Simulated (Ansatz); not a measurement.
# HSSeSi− (SMILES S=[SiH][Se-]): functionals against CCSD(T) at one geometry

Aim: energy, forces and dipole at a structure displaced at random from a GFN2-xTB minimum, from CCSD(T) and from density functionals.

Computed with Ansatz 0.2.0, Gaussian basis. Level: single points in def2-TZVPPD.

Correlated methods freeze the cores. Filled d shells of the heavier atoms are correlated.

## (1) Starting geometry

SMILES `S=[SiH][Se-]`, 4 atoms, charge -1, spin multiplicity 1.

Atoms are counted from 1 here; the program's logs count them from 0.

Bond lengths: S1–Si2 1.906 Å, Si2–Se3 2.300 Å, Si2–H4 1.331 Å. Angles: S1–Si2–Se3 129.2°, S1–Si2–H4 122.7°, Se3–Si2–H4 108.1°.

As a file:

```xyz
4

S    -1.59150   -0.06640    1.25400
Si   -0.19570    0.12900   -0.02900
Se    1.96830   -0.64570    0.04620
H    -0.35830    0.78940   -1.17280
```

## (2) CCSD(T)/def2-TZVPPD

Contents of run/in.yaml:

```yaml
crystal:
  periodic: [false, false, false]
  atoms:
    - {symbol: S, position_ang: [-1.591500, -0.066400, 1.254000]}
    - {symbol: Si, position_ang: [-0.195700, 0.129000, -0.029000]}
    - {symbol: Se, position_ang: [1.968300, -0.645700, 0.046200]}
    - {symbol: H, position_ang: [-0.358300, 0.789400, -1.172800]}
basis:
  gaussian: {orbitals: "def2-TZVPPD.json"}
total_charge: -1
correlation: {method: ccsd_t}
output: {forces: true}
```

The basis file named in the input lies beside it (Basis Set Exchange, JSON).

No record of the launch command was kept for these runs.

## (3) PBE0-D4/def2-TZVPPD

run/in.yaml: that of step 2 with these lines changed.

```diff
@@ -10,3 +10,3 @@
 total_charge: -1
-correlation: {method: ccsd_t}
-output: {forces: true}
+hamiltonian: {xc: pbe0, dispersion: d4}
+output: {forces: true, orbitals: {seedname: orbitals}}
```

## (4) wB97M-V/def2-TZVPPD

run/in.yaml: that of step 3 with these lines changed.

```diff
@@ -10,3 +10,3 @@
 total_charge: -1
-hamiltonian: {xc: pbe0, dispersion: d4}
-output: {forces: true, orbitals: {seedname: orbitals}}
+hamiltonian: {xc: {name: wB97M-V}}
+output: {forces: true}
```

## (5) r2SCAN-D4/def2-TZVPPD

run/in.yaml: that of step 4 with these lines changed.

```diff
@@ -10,3 +10,3 @@
 total_charge: -1
-hamiltonian: {xc: {name: wB97M-V}}
+hamiltonian: {xc: r2scan, dispersion: d4}
 output: {forces: true}
```

## (6) PBE-D4/def2-TZVPPD

run/in.yaml: that of step 5 with these lines changed.

```diff
@@ -10,3 +10,3 @@
 total_charge: -1
-hamiltonian: {xc: r2scan, dispersion: d4}
+hamiltonian: {xc: pbe, dispersion: d4}
 output: {forces: true}
```

## (7) r2SCANh-D4/def2-TZVPPD

run/in.yaml: that of step 6 with these lines changed.

```diff
@@ -10,3 +10,3 @@
 total_charge: -1
-hamiltonian: {xc: pbe, dispersion: d4}
+hamiltonian: {xc: {name: r2SCANh}, dispersion: d4}
 output: {forces: true}
```

## (8) r2SCAN0-D4/def2-TZVPPD

run/in.yaml: that of step 7 with these lines changed.

```diff
@@ -10,3 +10,3 @@
 total_charge: -1
-hamiltonian: {xc: {name: r2SCANh}, dispersion: d4}
+hamiltonian: {xc: {name: r2SCAN0}, dispersion: d4}
 output: {forces: true}
```

(Steps that only read results are left out.)

**Question.** What will these runs give? Wanted: RMS force component; RMS force error; HOMO and LUMO, PBE0-D4; T1 diagnostic.

The runs gave:

```
              quantity                                                                                                 value
   RMS force component                                                                  2.204 to 2.248 eV/Å over the methods
       RMS force error  PBE0-D4 0.136, wB97M-V 0.158, r2SCAN-D4 0.089, PBE-D4 0.139, r2SCANh-D4 0.122, r2SCAN0-D4 0.186 eV/Å
HOMO and LUMO, PBE0-D4                                                                                     -1.49 and 2.71 eV
         T1 diagnostic                                                                                                 0.015
```

The forces of r2SCAN-D4 come nearest to CCSD(T), those of r2SCAN0-D4 are farthest. Frozen-core CCSD(T) forces in triple zeta carry basis errors of their own, and this is one geometry, so small gaps rank nothing.
